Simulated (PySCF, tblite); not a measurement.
**C4H13ClSSi2: geometry, infrared bands and NMR shifts**

Wanted: the infrared bands and NMR shifts of C4H13ClSSi2 (`CC[C@H]([SiH2]Cl)[SiH2]SC`), by calculation.

Programs: tblite 0.8.0 and PySCF 2.14.0, with density-fitted response routines of our own. Each step states its level of theory. These are calculated values for one molecule in the gas phase, unless marked as measured. Atoms count from 0, in the outputs and in this text.

## 1. The molecule as given

21 atoms, charge 0, multiplicity 1; geometry from: force field or distance geometry start.

Bonds of the start (Å): C0–C1 1.49, C1–C2 1.49, C2–Si3 1.88, Si3–Cl4 2.10, C2–Si5 1.85, Si5–S6 2.15, S6–C7 1.81, C0–H8 1.12, C0–H9 1.10, C0–H10 1.14, C1–H11 1.14, C1–H12 1.12, C2–H13 1.12, Si3–H14 1.46, Si3–H15 1.46, Si5–H16 1.47, Si5–H17 1.48, C7–H18 1.12, C7–H19 1.10, C7–H20 1.11.

## 2. Geometry optimisation with GFN2-xTB

The job: settings as JSON, then the geometry in Å.

```
{"job": {"kind": "relax", "xc": "GFN2-xTB", "basis": "xTB"}, "charge": 0, "multiplicity": 1}
C     -2.184300    -1.327300     0.192200
C     -1.739300    -0.040300     0.792600
C     -0.677500     0.703500     0.060200
Si    -1.357900     1.140800    -1.638600
Cl    -1.810400     3.191400    -1.604000
Si     0.879500    -0.251300    -0.214300
S      2.194800    -0.168600     1.486000
C      3.945000    -0.087700     1.030900
H     -1.603700    -2.212800     0.563400
H     -2.259300    -1.306700    -0.902600
H     -3.254500    -1.503600     0.541800
H     -1.356000    -0.242300     1.843300
H     -2.610900     0.644500     0.979200
H     -0.468500     1.678200     0.562000
H     -2.601900     0.429000    -1.937000
H     -0.392400     0.851400    -2.692400
H      1.602600     0.405900    -1.314000
H      0.639600    -1.651000    -0.617400
H      4.569800    -0.182800     1.956000
H      4.228400     0.858200     0.553000
H      4.248200    -0.911700     0.359100
```

Started as:

```console
$ OMP_NUM_THREADS=1 python probes_run.py task.json out
```

This one command runs all jobs of the session in turn.

**Question.** This job is followed by: GFN2-xTB harmonic vibrations, gas phase; GIAO PBE0/pcSseg-1 NMR shielding, non-relativistic, gas phase. Predict these results of the whole session: strongest single infrared mode (GFN2-xTB); zero-point energy (GFN2-xTB); 13C shifts against TMS (PBE0/pcSseg-1); 1H shifts against TMS (PBE0/pcSseg-1, means over atoms taken as alike); 29Si shifts against TMS (PBE0/pcSseg-1); 35Cl shifts against HCl (PBE0/pcSseg-1); 33S shifts against CS2 (PBE0/pcSseg-1); surface potential, 1st and 99th percentile.

As calculated:

| quantity | value |
| --- | --- |
| strongest single infrared mode (GFN2-xTB) | 705 cm⁻¹, 619 km/mol |
| zero-point energy (GFN2-xTB) | 98.2 kcal/mol |
| 13C shifts against TMS (PBE0/pcSseg-1) | 23.8, 17.0, 16.3, 13.2 ppm |
| 1H shifts against TMS (PBE0/pcSseg-1, means over atoms taken as alike) | 5.32, 5.25, 4.98, 4.90, 2.07, 1.94, 1.85, 1.22, 1.04 ppm |
| 29Si shifts against TMS (PBE0/pcSseg-1) | -10.2, -16.5 ppm |
| 35Cl shifts against HCl (PBE0/pcSseg-1) | -56 ppm |
| 33S shifts against CS2 (PBE0/pcSseg-1) | -227 ppm |
| surface potential, 1st and 99th percentile | -0.94 V and 1.06 V |

The optimisation took 177 steps and gained 0.845 eV; among the close pairs (by a distance rule), Si3–Cl4 changed most, from 2.100 to 2.017 Å. All 57 modes are real, so the xTB geometry is a minimum. The strongest single mode, at 705 cm⁻¹, is spread over several atoms, H16, H17, H15, H14 among them. Unscaled tight-binding wavenumbers are off by several per cent, some by more. Its intensities can rank the bands wrongly. At PBE0/pcSseg-1: The largest span, 285 ppm, is at S6, where the paramagnetic term is -330 ppm.
